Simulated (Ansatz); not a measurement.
# CH5BO2: up Jacob's ladder to CCSD(T)

How much do the methods differ for CH5BO2? The plan is to run it at one geometry with functionals of several rungs and with coupled cluster. The yardstick is the atomisation energy at the CCSD(T) limit.

Program: Ansatz 0.2.0, Gaussian basis. Level of theory: functionals in def2-TZVPP, the program's frozen cores in correlated methods. These are calculated values, not measurements.

Plan: LDA (SPW92), PBE-D4, revPBE-D4, BLYP-D4, r2SCAN-D4, B97M-V, PBE0-D4, B3LYP-D4, r2SCANh-D4, r2SCAN0-D4, HSE06-D4, BHLYP-D4, CAM-B3LYP-D4, LC-ωPBE, ωB97X-V, ωB97M-V, B2PLYP, PBE-QIDH; CCSD(T)/def2-SVP; CCSD(T)/def2-TZVPP; MP2/def2-QZVPP; extrapolation to the limit; RPA on PBE.

## (1) Structure used throughout

All runs share one geometry, relaxed beforehand with PBE0-D4 in a triple-zeta def2 set.

SMILES `BOCO`, 9 atoms, charge 0, spin multiplicity 1.

Atoms are counted from 1 here; the program's logs count them from 0.

Bond lengths: B1–O2 1.344 Å, B1–H5 1.202 Å, B1–H6 1.196 Å, O2–C3 1.416 Å, C3–O4 1.382 Å, C3–H7 1.096 Å, C3–H8 1.093 Å, O4–H9 0.962 Å. Angles: O2–B1–H5 120.0°, O2–B1–H6 117.0°, H5–B1–H6 123.0°, B1–O2–C3 121.5°, O2–C3–O4 111.0°, O2–C3–H7 106.2°, O2–C3–H8 110.1°, O4–C3–H7 112.2°, O4–C3–H8 106.8°, H7–C3–H8 110.5°, C3–O4–H9 108.8°.

As a file:

```
B    -1.15612    1.05082    0.07914
O    -0.36995    0.11523    0.63898
C     0.81422   -0.33159    0.00479
O     0.63435   -1.58019   -0.55878
H    -0.83231    1.56561   -0.95759
H    -2.15829    1.33971    0.66380
H     1.59194   -0.33422    0.77639
H     1.08422    0.34656   -0.80835
H     0.48043   -2.21814    0.14441
```

## (2) LDA

This LDA is Slater exchange with PW92 correlation.

Contents of in.yaml:

```yaml
crystal:
  periodic: [false, false, false]
  atoms:
    - {symbol: B, position_ang: [-1.156115, 1.050817, 0.079143]}
    - {symbol: O, position_ang: [-0.369945, 0.115231, 0.638983]}
    - {symbol: C, position_ang: [0.814222, -0.331587, 0.004792]}
    - {symbol: O, position_ang: [0.634349, -1.580187, -0.558778]}
    - {symbol: H, position_ang: [-0.832310, 1.565610, -0.957588]}
    - {symbol: H, position_ang: [-2.158289, 1.339715, 0.663795]}
    - {symbol: H, position_ang: [1.591941, -0.334216, 0.776390]}
    - {symbol: H, position_ang: [1.084223, 0.346560, -0.808347]}
    - {symbol: H, position_ang: [0.480426, -2.218141, 0.144409]}
basis:
  gaussian: {orbitals: def2-TZVPP}
hamiltonian: {xc: lda}
output: {orbitals: {seedname: orbitals}}
```

Command:

```
$ ansatz run in.yaml --threads 2 --pin off --events-out ev --progress --plain --max-ram 4352MiB
```

The runs that follow: PBE-D4 (GGA); revPBE-D4 (GGA); BLYP-D4 (GGA); r2SCAN-D4 (meta-GGA); B97M-V (meta-GGA); PBE0-D4 (hybrid); B3LYP-D4 (hybrid); r2SCANh-D4 (hybrid); r2SCAN0-D4 (hybrid); HSE06-D4 (hybrid); BHLYP-D4 (hybrid); CAM-B3LYP-D4 (range-separated); LC-ωPBE (range-separated); ωB97X-V (range-separated); ωB97M-V (range-separated); B2PLYP (double hybrid); PBE-QIDH (double hybrid); CCSD(T) in def2-SVP; CCSD(T) in def2-TZVPP; MP2 in def2-QZVPP; RPA on PBE orbitals.

Q: Predict the results of all the runs planned. Wanted: atomisation energy, CCSD(T)/CBS; farthest beyond LDA; mean size of error, GGA; mean size of error, meta-GGA; mean size of error, hybrid; mean size of error, range-separated; mean size of error, double hybrid; gap, smallest and largest; T1 diagnostic.

As calculated:

| quantity | value |
| --- | --- |
| atomisation energy, CCSD(T)/CBS | 3444.0 kJ/mol |
| functionals within 17.2 kJ/mol (0.5 %) | BLYP-D4, r2SCAN-D4, B97M-V, PBE0-D4, B3LYP-D4, r2SCANh-D4, HSE06-D4, LC-ωPBE, ωB97X-V, ωB97M-V |
| farthest beyond LDA | BHLYP-D4 (-114.0 kJ/mol) |
| mean size of error, GGA | 36.8 kJ/mol |
| mean size of error, meta-GGA | 8.1 kJ/mol |
| mean size of error, hybrid | 31.5 kJ/mol |
| mean size of error, range-separated | 13.7 kJ/mol |
| mean size of error, double hybrid | 25.9 kJ/mol |
| gap, smallest and largest | 5.48 eV (LDA (SPW92)), 13.32 eV (LC-ωPBE) |
| T1 diagnostic | 0.0133 |
| triples share of the correlation energy | 3.5 % |

What this shows: LDA overbinds by 539.6 kJ/mol (16 %). PBE-D4 misses by +78.2 kJ/mol. Double hybrids carry the basis error of their MP2 part in triple zeta, and no dispersion term here, so their miss is partly the set-up's. The rungs meta-GGA, range-separated miss on average by less than the doubt on the reference (17.2 kJ/mol), so they tie. The reference freezes the cores and leaves out relativity and excitations past (T), so misses under about 17.2 kJ/mol can't be ranked. Hartree-Fock recovers 72 % of the binding; the rest is correlation. CCSD(T) in def2-SVP is off by -165.8 kJ/mol, so the small basis spoils what the method gains. The gap grows from 5.5 to 13.3 eV across the functionals, mostly with the share of exact exchange.
